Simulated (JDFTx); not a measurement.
## In: equation of state with PBEsol

In:

```
CELL_PARAMETERS angstrom
3.33548 0.00000 0.00000
-1.66774 2.88861 0.00000
0.00000 0.00000 5.50914
ATOMIC_POSITIONS crystal
In 0.66667 0.33333 0.75000
In 0.33333 0.66667 0.25000
```

This isn't the form of In at room conditions, which is tetragonal.

```
Program             : JDFTx 1.7.0 (patched build)
Task                : equation of state
Functional          : PBEsol
Potentials or basis : PseudoDojo-SR-PBEsol-0.4.1-standard with smoothed tails
Cutoff              : 952 eV
Density cutoff      : 7619 eV
k mesh              : 9 × 9 × 5
Occupations         : fermi-dirac, width 0.05 eV
Spin                : no spin polarisation
```

```
Equilibrium volume                        : 25.65 Å³/atom
Bulk modulus at fixed shape and positions : 44 GPa
Pressure derivative of the bulk modulus   : 6.5
```

Energy against volume, from the lowest point:
| volume (Å³/atom) | energy (meV/atom) |
| --- | --- |
| 24.948 | 2.69 |
| 25.478 | 0.00 |
| 26.009 | 0.48 |
| 26.540 | 3.71 |
| 27.071 | 9.28 |
| 27.602 | 16.82 |
| 28.133 | 26.04 |

Caveat: the cell was scaled at fixed shape and fractional positions, which overstates the stiffness of a crystal with free parameters, most of all of layers and chains.
